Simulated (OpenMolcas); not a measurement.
# W²⁺ among point charges: CASSCF and CASPT2 levels and susceptibility, part 2 of 2

How does a field of 6 point charges split the states of W²⁺, and what χT follows?

OpenMolcas 26.06; ANO-RCC-VTZP, DKH2, active space 4 electrons in 5 orbitals (5d), orbitals: per spin and parity. Surroundings: 6 point charges of -0.85 e arranged as an octahedron (Oh), 1.93 Å from the ion. Earlier steps stand in the parts before.

### 7 CASPT2: IPEA 0.25, imaginary shift 0.1 (closed shells correlated: 4f 5s 5p)

Contents of a.inp:

```
>>> COPY JOB001 $Project.JobIph
&CASPT2
Multistate=5 1 2 3 4 5
NoMult
Frozen=14 9
IPEA=0.25
Imaginary=0.1
MaxIter=60
WThr=0.0 0.3 0.05
PrWF=0.5
NoMix
>>> COPY JOB002 $Project.JobIph
&CASPT2
Multistate=45 1 2 3 4 5 6 7 8 9 10 11 12 13 14 15 16 17 18 19 20 21 22
23 24 25 26 27 28 29 30 31 32 33 34 35 36 37 38 39 40 41 42 43 44 45
NoMult
Frozen=14 9
IPEA=0.25
Imaginary=0.1
MaxIter=60
WThr=0.0 0.3 0.05
PrWF=0.5
NoMix
>>> COPY JOB003 $Project.JobIph
&CASPT2
Multistate=50 1 2 3 4 5 6 7 8 9 10 11 12 13 14 15 16 17 18 19 20 21 22
23 24 25 26 27 28 29 30 31 32 33 34 35 36 37 38 39 40 41 42 43 44 45 46
47 48 49 50
NoMult
Frozen=14 9
IPEA=0.25
Imaginary=0.1
MaxIter=60
WThr=0.0 0.3 0.05
PrWF=0.5
NoMix
```

What it wrote:

```text
Orbital specifications:
      -----------------------

      Symmetry species                           1   2
                                                ag  au
      Frozen orbitals                           14   9
      Inactive orbitals                          1  10
      Active orbitals                            5   0
      Secondary orbitals                        31  34
      Deleted orbitals                           0   0
      Number of basis functions                 51  53
Type of calculation                        SS-CASPT2
      Fock operator                              state-specific
      IPEA shift                                 0.25
      Real shift                                 0.00
      Imaginary shift                            0.10
      The input orbitals will be transformed to quasi-canonical
Reference energy:      -16129.4504217069
      E2 (Non-variational):      -1.1499055337
      Shift correction:          -0.0002514082
      E2 (Variational):          -1.1501569419
      Total energy:          -16130.6005786488
      Residual norm:              0.0000006836
      Reference weight:           0.89473
      Contributions to the CASPT2 correlation energy
      Active & Virtual Only:         -0.0327147062
      One Inactive Excited:          -0.1987502740
      Two Inactive Excited:          -0.9184405535
Reference energy:      -16129.4504217069
      E2 (Non-variational):      -1.1498851574
      Shift correction:          -0.0002512685
      E2 (Variational):          -1.1501364259
      Total energy:          -16130.6005581327
      Residual norm:              0.0000004896
      Reference weight:           0.89474
      Contributions to the CASPT2 correlation energy
      Active & Virtual Only:         -0.0327146753
      One Inactive Excited:          -0.1987290380
      Two Inactive Excited:          -0.9184414441
::    CASPT2 Root  1     Total energy: -16130.60057865
::    CASPT2 Root  2     Total energy: -16130.60055813
::    CASPT2 Root  3     Total energy: -16130.55013772
::    CASPT2 Root  4     Total energy: -16130.55013774
::    CASPT2 Root  5     Total energy: -16130.54893925
Orbital specifications:
      -----------------------

      Symmetry species                           1   2
                                                ag  au
      Frozen orbitals                           14   9
      Inactive orbitals                          1  10
      Active orbitals                            5   0
      Secondary orbitals                        31  34
      Deleted orbitals                           0   0
      Number of basis functions                 51  53
Type of calculation                        SS-CASPT2
      Fock operator                              state-specific
      IPEA shift                                 0.25
      Real shift                                 0.00
      Imaginary shift                            0.10
      The input orbitals will be transformed to quasi-canonical
Reference energy:      -16129.4294911639
      E2 (Non-variational):      -1.1586443075
      Shift correction:          -0.0003803646
      E2 (Variational):          -1.1590246720
      Total energy:          -16130.5885158359
      Residual norm:              0.0000001747
      Reference weight:           0.88777
      Contributions to the CASPT2 correlation energy
      Active & Virtual Only:         -0.0457584417
      One Inactive Excited:          -0.1895468061
      Two Inactive Excited:          -0.9233390597
Reference energy:      -16129.4294911639
      E2 (Non-variational):      -1.1586586943
      Shift correction:          -0.0003809556
      E2 (Variational):          -1.1590396498
      Total energy:          -16130.5885308137
      Residual norm:              0.0000001931
      Reference weight:           0.88776
      Contributions to the CASPT2 correlation energy
      Active & Virtual Only:         -0.0457615252
      One Inactive Excited:          -0.1895602071
      Two Inactive Excited:          -0.9233369619
::    CASPT2 Root  1     Total energy: -16130.58851584
::    CASPT2 Root  2     Total energy: -16130.58853081
::    CASPT2 Root  3     Total energy: -16130.58849689
::    CASPT2 Root  4     Total energy: -16130.54601560
::    CASPT2 Root  5     Total energy: -16130.54568965
::    CASPT2 Root  6     Total energy: -16130.55102918
::    CASPT2 Root  7     Total energy: -16130.55125688
::    CASPT2 Root  8     Total energy: -16130.55097843
::    CASPT2 Root  9     Total energy: -16130.54829510
::    CASPT2 Root 10     Total energy: -16130.54820880
::    CASPT2 Root 11     Total energy: -16130.54838389
::    CASPT2 Root 12     Total energy: -16130.53925248
::    CASPT2 Root 13     Total energy: -16130.54125962
::    CASPT2 Root 14     Total energy: -16130.52707622
::    CASPT2 Root 15     Total energy: -16130.52830095
::    CASPT2 Root 16     Total energy: -16130.51062750
::    CASPT2 Root 17     Total energy: -16130.51056712
::    CASPT2 Root 18     Total energy: -16130.51115291
::    CASPT2 Root 19     Total energy: -16130.50362114
::    CASPT2 Root 20     Total energy: -16130.50362073
::    CASPT2 Root 21     Total energy: -16130.50415873
::    CASPT2 Root 22     Total energy: -16130.48893490
::    CASPT2 Root 23     Total energy: -16130.48894303
::    CASPT2 Root 24     Total energy: -16130.48850388
::    CASPT2 Root 25     Total energy: -16130.48966190
::    CASPT2 Root 26     Total energy: -16130.48966245
::    CASPT2 Root 27     Total energy: -16130.49056391
::    CASPT2 Root 28     Total energy: -16130.48515679
::    CASPT2 Root 29     Total energy: -16130.48482818
::    CASPT2 Root 30     Total energy: -16130.47462107
Orbital specifications:
      -----------------------

      Symmetry species                           1   2
                                                ag  au
      Frozen orbitals                           14   9
      Inactive orbitals                          1  10
      Active orbitals                            5   0
      Secondary orbitals                        31  34
      Deleted orbitals                           0   0
      Number of basis functions                 51  53
Type of calculation                        SS-CASPT2
      Fock operator                              state-specific
      IPEA shift                                 0.25
      Real shift                                 0.00
      Imaginary shift                            0.10
      The input orbitals will be transformed to quasi-canonical
Reference energy:      -16129.3967434744
      E2 (Non-variational):      -1.1637035680
      Shift correction:          -0.0004005998
      E2 (Variational):          -1.1641041679
      Total energy:          -16130.5608476422
      Residual norm:              0.0000002516
      Reference weight:           0.88538
      Contributions to the CASPT2 correlation energy
      Active & Virtual Only:         -0.0499726505
      One Inactive Excited:          -0.1892348834
      Two Inactive Excited:          -0.9244960340
Reference energy:      -16129.3967434744
      E2 (Non-variational):      -1.1636214412
      Shift correction:          -0.0003983037
      E2 (Variational):          -1.1640197449
      Total energy:          -16130.5607632193
      Residual norm:              0.0000002430
      Reference weight:           0.88548
      Contributions to the CASPT2 correlation energy
      Active & Virtual Only:         -0.0499037512
      One Inactive Excited:          -0.1892253959
      Two Inactive Excited:          -0.9244922941
::    CASPT2 Root  1     Total energy: -16130.56084764
::    CASPT2 Root  2     Total energy: -16130.56076322
::    CASPT2 Root  3     Total energy: -16130.56078064
::    CASPT2 Root  4     Total energy: -16130.55981737
::    CASPT2 Root  5     Total energy: -16130.55959619
::    CASPT2 Root  6     Total energy: -16130.54111431
::    CASPT2 Root  7     Total energy: -16130.52067562
::    CASPT2 Root  8     Total energy: -16130.52078223
::    CASPT2 Root  9     Total energy: -16130.52097571
::    CASPT2 Root 10     Total energy: -16130.51933614
::    CASPT2 Root 11     Total energy: -16130.51567323
::    CASPT2 Root 12     Total energy: -16130.51529938
::    CASPT2 Root 13     Total energy: -16130.51530128
::    CASPT2 Root 14     Total energy: -16130.51966387
::    CASPT2 Root 15     Total energy: -16130.52091516
::    CASPT2 Root 16     Total energy: -16130.46691250
::    CASPT2 Root 17     Total energy: -16130.46667356
::    CASPT2 Root 18     Total energy: -16130.46690973
::    CASPT2 Root 19     Total energy: -16130.47255603
::    CASPT2 Root 20     Total energy: -16130.46315089
::    CASPT2 Root 21     Total energy: -16130.46305816
::    CASPT2 Root 22     Total energy: -16130.47740279
::    CASPT2 Root 23     Total energy: -16130.47672342
::    CASPT2 Root 24     Total energy: -16130.47672330
::    CASPT2 Root 25     Total energy: -16130.47776743
::    CASPT2 Root 26     Total energy: -16130.47776434
::    CASPT2 Root 27     Total energy: -16130.47748578
::    CASPT2 Root 28     Total energy: -16130.46494316
::    CASPT2 Root 29     Total energy: -16130.45236077
::    CASPT2 Root 30     Total energy: -16130.45254132
```

This run took 60 s in all on 1 thread of Arm Neoverse V1, shared host.

SS-CASPT2: lowest energy less the reference's lowest, -1.1501 hartree; reference weights 0.851 to 0.897.

Spin-free states, with their symmetry labels:

```csv
state,degeneracy,E (cm-1),free-ion L (%)
5E,2,0,D (100)
3T1,3,2646,H (42)
1T2,3,8729,G (52)
1E,2,8968,I (64)
3T1,3,10860,H (45)
5T2,3,11156,D (100)
3T2,3,11472,F (55)
3E,2,12009,H (89)
3A2,1,13017,F (100)
1A1,1,13049,G (41)
3A1,1,13457,G (100)
3E,2,15995,G (54)
1T2,3,17505,I (61)
1E,2,17619,D (53)
1A2,1,17828,I (93)
1T1,3,18687,G (45)
3T1,3,19706,H (42)
3T2,3,21238,G (31)
3T2,3,24275,H (34)
3T1,3,24532,F (42)
3E,2,25366,D (53)
1T2,3,26973,F (67)
1T1,3,27131,F (45)
3T2,3,27587,G (49)
```

With spin-orbit coupling:

```csv
E (cm-1),Degeneracy,Label,2S+1
0,1,A1,3
2350,3,T1,5
3870,2,E,5
4400,3,T2,5
5170,1,A2,5
7580,3,T2,3
7820,1,A1,5
8240,2,E,3
8440,3,T1,3
11980,3,T2,3
12000,2,E,3
12260,1,A1,3
12860,3,T1,3
13860,3,T1,3
14330,3,T2,5
15750,2,E,1
15980,3,T2,5
16500,3,T1,3
16780,3,T2,3
17380,3,T1,3
17590,2,E,3
17880,3,T2,3
17920,1,A1,5
18180,1,A2,3
```

Powder χT (cm³ K/mol): 0.00 at 2 K, 0.00 at 5 K, 0.01 at 10 K, 0.02 at 20 K, 0.04 at 50 K, 0.09 at 100 K, 0.13 at 150 K, 0.17 at 200 K, 0.21 at 250 K, 0.26 at 300 K.

### 8 The methods side by side

A. CASSCF
B. SS-CASPT2, IPEA 0.25, imaginary shift 0.1 (closed shells correlated: 4f 5s 5p)

```csv
method,ground state,first state of that spin (cm-1),first gap with spin-orbit (cm-1),χT at 300 K
A,5E,5T2 11230,1801.5,0.36
B,5E,5T2 11160,2350.1,0.26
```

### 9 What came out

The summary covers parts 1 to 2.

| quantity | value |
| --- | --- |
| method | SS-CASPT2, IPEA 0.25, imaginary shift 0.1 (closed shells correlated: 4f 5s 5p) |
| spin-free ground state | 5E, 2-fold in its orbital part |
| first state of the same spin within the active space | 5T2 at 11200 cm⁻¹ |
| lowest level | 1-fold A1 |
| next level | 2350.1 cm⁻¹ |
| χT at 300 K | 0.26 cm³ K/mol |
| effective moment at 300 K | 1.43 μB |

Cost by method:

```csv
method,time of its own steps,time with the reference
A. CASSCF,31 s,31 s
"B. SS-CASPT2, IPEA 0.25, imaginary shift 0.1, +4f 5s 5p",60 s,91 s
```

Times are of one thread on a shared host.

In words: The spin-free ground state (5E) comes to 100 % from free-ion D terms and keeps the highest spin of the shell. χT at 300 K is 0.26, against 3.01 cm³ K/mol for the spin alone, so spin-orbit coupling lowers it. An active space of the d shell alone favours high spin; real ions in strong fields can be low spin. CASPT2 does not keep the components of a term degenerate, and the means are used. An orbital doublet at a regular site is open to a Jahn-Teller distortion, which this geometry leaves out. The field of point charges can differ much from that of real complexes. With metal d orbitals alone active, the gaps between spin states are rough; where two lie within a few thousand cm-1, their order is open. Point charges carry no covalency, so the field is a model and not that of real ligands.
